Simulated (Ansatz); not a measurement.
Crystal: SnSe2.

```
Sn Se
1.0
     3.81100    0.00000    0.00000
    -1.90550    3.30042    0.00000
     0.00000    0.00000    6.13600
Sn Se
1 2
Direct
  0.00000 0.00000 0.00000
  0.66667 0.33333 0.75100
  0.33333 0.66667 0.24900
```

| Item | Value |
| --- | --- |
| Program | Ansatz 0.2.0 |
| Task | relaxation of cell and atoms |
| Functional | revPBE |
| Dispersion | D3(BJ) |
| Potentials or basis | Ansatz PAW |
| Cutoff | 420 eV (not typed: the program's choice for these potentials) |
| k mesh | 8 × 8 × 5 |
| Occupations | fermi-dirac, width 0.05 eV |
| Spin | no spin polarisation |

At the start: volume 25.73 Å³/atom.

Task: Where does the relaxation end?

Result: It ends after 6 steps and the volume is 24.77 Å³/atom (-3.7 %); space group P-3m1 (No. 164, to 0.05 Å).

The path:
```csv
step,energy change (eV),largest force (eV/Å),volume (Å³)
1,0.0000,0.8435,77.18
2,-0.0730,0.0108,76.39
3,-0.0813,0.0000,74.33
4,-0.0823,0.0019,74.16
5,-0.0823,0.0013,74.30
6,-0.0818,0.0015,74.30
```

Final structure:
```cif
data_structure
_symmetry_space_group_name_H-M 'P 1'
_symmetry_Int_Tables_number 1
_cell_length_a 3.8257
_cell_length_b 3.8257
_cell_length_c 5.8619
_cell_angle_alpha 90.000
_cell_angle_beta 90.000
_cell_angle_gamma 120.000
_cell_volume 74.30
loop_
_atom_site_label
_atom_site_type_symbol
_atom_site_fract_x
_atom_site_fract_y
_atom_site_fract_z
_atom_site_occupancy
Sn1 Sn 0.00000 0.00000 0.00000 1
Se1 Se 0.66667 0.33333 0.72830 1
Se2 Se 0.33333 0.66667 0.27170 1
```

Caveat: the plane-wave basis is chosen anew once the cell has moved, so the energies of steps on either side of that aren't comparable; the PAW data sets come from PBE, with cores solved anew for the run's functional, which leaves a small shift of forces and pressure.
